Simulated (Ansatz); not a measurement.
Rb2AgSbCl6, space group Fm-3m, a single point

Program: Ansatz 0.2.0, Python API.

Run as a notebook:

```python
import ansatz as az
import numpy as np
```

```python
XC = "r2SCAN"
CUTOFF_EV = 530
MESH = (3, 3, 3)
SMEARING = "Fixed"
```

```python
lattice = az.Lattice.of(
    (0.0, 5.379892, 5.379892),
    (5.379892, 0.0, 5.379892),
    (5.379892, 5.379892, 0.0),
)
sites = [
    ("Rb", (0.75, 0.75, 0.75)),
    ("Rb", (0.25, 0.25, 0.25)),
    ("Ag", (0.5, 0.5, 0.5)),
    ("Sb", (0.0, 0.0, 0.0)),
    ("Cl", (0.752671, 0.247329, 0.247329)),
    ("Cl", (0.247329, 0.247329, 0.752671)),
    ("Cl", (0.247329, 0.752671, 0.752671)),
    ("Cl", (0.247329, 0.752671, 0.247329)),
    ("Cl", (0.752671, 0.247329, 0.752671)),
    ("Cl", (0.752671, 0.752671, 0.247329)),
]
structure = az.Crystal(lattice=lattice)
for symbol, position in sites:
    structure = structure.atom(symbol, position)

structure.resolved().tree()["lattice"]
```

    ((0.0, 5.379892, 5.379892), (5.379892, 0.0, 5.379892), (5.379892, 5.379892, 0.0))

```python
job = (
    structure.calculation()
    .functional(XC)
    .basis(CUTOFF_EV)
    .kpoints(mesh=MESH)
    .occupations(SMEARING)
    .compute(band_table=True)
    .band_densities([("v1", "v1"), ("c1", "c1")])
)
history = []
out = job.session().plan().execute(on_event=lambda event: history.append(event["data"]["dr2_ev"]) if event["event"] == "scf_iter" else None)
rep = out.report
```

    

```python
rep["kpoints_frac"][:4]
```

    [[0.0, 0.0, 0.0], [0.0, 0.0, 0.3333333333333333], [0.0, 0.3333333333333333, 0.3333333333333333],
     [0.0, 0.3333333333333333, -0.33333333333333337]]

```python
print("density residual by iteration (eV):", " ".join(f"{value:.1e}" for value in history[:40]))
```

    density residual by iteration (eV): 6.6e-02 8.7e-03 1.4e-03 8.3e-05 6.7e-06 4.9e-07 7.9e-08

```python
for key in ("converged", "n_iterations", "n_electrons", "n_kpoints", "n_pw", "n_symmetry_ops", "free_energy_ev", "fermi_energy_ev"):
    print(f"{key:18s} {rep[key]}")
```

    converged          True
    n_iterations       7
    n_electrons        94.0
    n_kpoints          4
    n_pw               8609
    n_symmetry_ops     48
    free_energy_ev     -27174.828422841416
    fermi_energy_ev    3.365473998934177

```python
for name, window in zip(("top filled band", "lowest empty band"), out.band_densities().windows):
    field = window.outcome.density.channels[0].density_e_per_ang3
    ratio = field.mean() ** 2 / np.mean(field ** 2)
    print(f"{name}: band {window.window.first}, participation ratio {ratio:.3f} of the cell")

eps, occ = np.array(rep["eigenvalues_ev"]), np.array(rep["occupations"])
wk = np.tile(rep["kweights"], len(eps) // len(rep["kweights"]))
print(f"sum of w f eps = {wk @ (eps * occ).sum(axis=1):.4f} eV, reported band energy {rep['components']['e_band']:.4f} eV")
```

    top filled band: band 47, participation ratio 0.101 of the cell
    lowest empty band: band 48, participation ratio 0.190 of the cell
    sum of w f eps = -1059.1804 eV, reported band energy -1059.1804 eV

Reading the output:
- Total energies depend on the potentials; only differences at equal settings carry meaning. A total without «per atom» is that of the cell as typed.
- With fixed filling the reported Fermi level is the top filled level among the k-points of the SCF.
- An absolute Fermi energy rests on an arbitrary zero of the periodic potential and has no direct meaning.
- The structure comes from a database of computed cells and needn't be a stable or known phase.
- Levels are Kohn-Sham eigenvalues on this mesh, without spin-orbit coupling.
- Wall time of the script: 14 s on 1 thread of Arm Neoverse V1 (shared host), peak memory 1.3 GiB.

(Lines on the test bed's own set-up are left out of the output.)
